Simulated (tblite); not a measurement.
# C7H17BSi: the cost of one run

The runs use tblite 0.8.0 and PySCF 2.14.0, with density-fitted response routines of our own; the level of theory stands in each step. All values are computed, except where a source is named. Atoms are numbered from 0 throughout.

## (1) Starting geometry

26 atoms, charge 0, multiplicity 1; geometry from: force field or distance geometry start.

Bonds of the start (Å): C0–C1 1.32, C1–C2 1.49, C2–C3 1.48, C3–C4 1.52, C3–C5 1.53, C3–B6 1.61, B6–C7 1.57, C7–Si8 1.87, C0–H9 1.09, C0–H10 1.10, C1–H11 1.09, C2–H12 1.11, C2–H13 1.13, C4–H14 1.11, C4–H15 1.09, C4–H16 1.11, C5–H17 1.13, C5–H18 1.11, C5–H19 1.09, B6–H20 1.18, C7–H21 1.12, C7–H22 1.13, Si8–H23 1.47, Si8–H24 1.46, Si8–H25 1.47.

## (2) Optimising the geometry with GFN2-xTB

Job settings and geometry (Å):

```
{"job": {"kind": "relax", "xc": "GFN2-xTB", "basis": "xTB"}, "charge": 0, "multiplicity": 1}
C     -3.134200     1.033200     0.613000
C     -1.831000     0.998600     0.388700
C     -1.201500     0.157300    -0.673300
C     -0.243900    -0.861900    -0.202800
C      0.263000    -1.604300    -1.434100
C     -0.921800    -1.939500     0.639800
B      0.990800    -0.220900     0.599300
C      1.348100     1.310400     0.592100
Si     3.186500     1.466000     0.303200
H     -3.861400     0.467800     0.028800
H     -3.576100     1.652600     1.406800
H     -1.220900     1.604300     1.058100
H     -1.976100    -0.249700    -1.353500
H     -0.602200     0.897000    -1.283700
H     -0.600900    -2.236200    -1.746500
H      1.145900    -2.160500    -1.117500
H      0.472800    -0.819300    -2.194000
H     -0.215700    -2.827800     0.644900
H     -1.014300    -1.633300     1.707200
H     -1.884700    -2.262000     0.244000
H      1.870800    -0.966600     0.856300
H      0.811200     1.892200    -0.198400
H      1.141500     1.812200     1.582700
H      3.521700     0.901600    -1.009000
H      3.912900     0.734200     1.338600
H      3.598300     2.877200     0.252700
```

Run with:

```bash
$ OMP_NUM_THREADS=1 python probes_run.py task.json out
```

The driver reads the jobs from task.json and runs them one after another.

**Question.** How long does this first job take on 1 thread of Arm Neoverse N1, shared host?

About 2.4 s.
